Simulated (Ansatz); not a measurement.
Wanted: the native input for an Ansatz 0.2.0 run.

| Property | Result |
| --- | --- |
| Task | relaxation of cell and atoms |
| Functional | HF |
| Potentials or basis | Ansatz PAW |
| Cutoff | 420 eV (not typed: the program's choice for these potentials) |
| k mesh | 4 × 4 × 4 |
| Occupations | fermi-dirac, width 0.05 eV |
| Spin | no spin polarisation |

Crystal: WS.

```
W S
1.0
     3.44485    0.00000    0.00000
     0.00000    3.44485    0.00000
     0.00000    0.00000    3.44485
W S
1 1
Direct
  0.50000 0.50000 0.50000
  0.00000 0.00000 0.00000
```

The cell was built by a generator and needn't be a form met in nature.

One way to write it, as run:

input

```
crystal:
  lattice:
    - [3.44484848, 0.0, 0.0]
    - [0.0, 3.44484848, 0.0]
    - [0.0, 0.0, 3.44484848]
  atoms:
    - { symbol: W, position: [0.5, 0.5, 0.5] }
    - { symbol: S, position: [0.0, 0.0, 0.0] }
hamiltonian:
  xc: hf
  pseudopotentials: { kind: paw }
kpoints:
  mp_grid: { grid: [4, 4, 4] }
scf:
  occupations: { method: fermi_dirac, width: 0.05 }
output:
  forces: true
  stress: true
  eigenvalues: true
relax:
  f_tol: 0.01
  max_steps: 40
  cell: { stress_tol: 0.05 }
```

Results of the run:

| Quantity | Value |
| --- | --- |
| Relaxed volume | 17.92 Å³/atom |
| Relaxed cell | a = 3.297 Å, b = 3.297 Å, c = 3.297 Å, α = 90.00°, β = 90.00°, γ = 90.00° |
| Space group after relaxing (to 0.05 Å) | Pm-3m (No. 221) |
| Energy gained by relaxing | 93.9 meV/atom |
| Ionic steps | 7 |
| Pressure after relaxing | 0.0 GPa |
| Band gap on the k mesh | 6.03 eV, indirect (least direct gap 6.55 eV) |

Caveat: the k mesh is coarse (spacing up to 0.46 Å⁻¹), so the values aren't converged, least of all with exact exchange; the plane-wave basis is chosen anew once the cell has moved, so the energies of steps on either side of that aren't comparable; spin-orbit coupling is left out, which moves the levels of the heavy elements; the PAW data sets come from PBE, with cores solved anew for the run's functional, which leaves a small shift of forces and pressure.

It took 110 s on 1 × NVIDIA H100 80GB HBM3 with 2 threads of AMD EPYC 7R13 Processor (Zen 3) (shared host), peak memory 1.6 GiB.
